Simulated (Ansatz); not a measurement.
This script for the Python package of Ansatz (0.2.0) starts 3 runs on TiSe, space group P6_3/mmc. What input does the engine get in each?

The script, `tise.py`:
```python
import warnings

import ansatz as az
import numpy as np

def edges_and_angles(cell):
    cell = np.asarray(cell)
    a, b, c = np.linalg.norm(cell, axis=1)
    cosines = cell[1] @ cell[2] / (b * c), cell[0] @ cell[2] / (a * c), cell[0] @ cell[1] / (a * b)
    return (a, b, c, *np.degrees(np.arccos(cosines)))

warnings.simplefilter("ignore", az.DeckWarning)

lattice = az.Lattice.of(
    [3.559, 0.0, 0.0],
    [-1.7795, 3.08218, 0.0],
    [0.0, 0.0, 6.22],
)
sites = [
    ("Ti", [0.0, 0.0, 0.0]),
    ("Ti", [0.0, 0.0, 0.5]),
    ("Se", [1 / 3, 2 / 3, 0.25]),
    ("Se", [2 / 3, 1 / 3, 0.75]),
]
crystal = az.Crystal(lattice=lattice)
for symbol, position in sites:
    crystal = crystal.atom(symbol, position)

job = (
    crystal.calculation()
    .kpoints(length=27)
    .basis(420, xc_grid=3)
    .occupations("fermi_dirac")
    .scf(tolerance=1e-06, max_iterations=100)
    .relax(cell=True)
)

levels = [("lda", "none"), ("pbesol", "none"), ("pbesol", "d3bj")]
print("level            a       b       c    alpha   beta  gamma  V/atom  steps")
for name, dispersion in levels:
    seen = []
    run = job.functional(name, dispersion=dispersion).session().plan()
    result = run.execute(on_event=lambda e: seen.append(e) if e["event"] == "relax_step" else None)
    cell = result.lattice.cell_ang
    label = name if dispersion == "none" else f"{name}+{dispersion}"
    print("{:13s} {:7.4f} {:7.4f} {:7.4f} {:6.2f} {:6.2f} {:6.2f}".format(label, *edges_and_angles(cell)), f"{abs(np.linalg.det(cell)) / len(result.lattice.sites):7.3f} {len(seen):5d}")
```

Run 1:
```yaml
crystal:
  lattice:
    - [3.559, 0.0, 0.0]
    - [-1.7795, 3.08218, 0.0]
    - [0.0, 0.0, 6.22]
  atoms:
    - { symbol: Ti, position: [0.0, 0.0, 0.0] }
    - { symbol: Ti, position: [0.0, 0.0, 0.5] }
    - { symbol: Se, position: [0.3333333333333333, 0.6666666666666666, 0.25] }
    - { symbol: Se, position: [0.6666666666666666, 0.3333333333333333, 0.75] }
basis:
  ecutwfc: 420.0
  xc_grid: 3
kpoints:
  mp_grid:
    grid: [9, 9, 4]
hamiltonian:
  xc: lda
  dispersion: none
scf:
  max_iter: 100
  convergence:
    dr2_threshold: 1.0e-06
  occupations:
    method: fermi_dirac
relax:
  cell: {}
```

Run 2, against run 1:
```diff
-  xc: lda
+  xc: pbesol
```

Run 3, against run 1:
```diff
-  xc: lda
-  dispersion: none
+  xc: pbesol
+  dispersion: d3bj
```

```console
$ python tise.py
level            a       b       c    alpha   beta  gamma  V/atom  steps
lda            3.3393  3.3393  6.6666  90.00  90.00 120.00  16.095     9
pbesol         3.3669  3.3669  6.7341  90.00  90.00 120.00  16.527     8
pbesol+d3bj    3.3052  3.3052  6.6899  90.00  90.00 120.00  15.823     8
```

From smallest to largest: PBEsol+D3BJ (15.82 Å³ an atom, -7.2 % against the start), LDA (16.10 Å³ an atom, -5.6 % against the start) and PBEsol (16.53 Å³ an atom, -3.1 % against the start). The spread is 4.4 % in volume.

Notes:
- The settings weren't tested for convergence.
- Forces vanish by symmetry, so the ions can't move, and the end may be a saddle.
- Dispersion corrections can be off by several per cent in the lattices of metals, and by several GPa in the pressure at a fixed cell.
- The mesh is modest for a metal, so energies can be off by several to tens of meV an atom and pressures by half a GPa or more; differences at equal mesh fare better.
- The program warned that this SCF threshold is loose for forces or stresses.
- The structure is a deposited one; some such entries were measured under pressure or heat, so a shift against it needn't be the functional's error alone.
- The script silences the warnings on its input, which a real study should read.
- Finished in 98 s on 1 thread of Arm Neoverse V2 (shared host), peak memory 0.51 GiB.
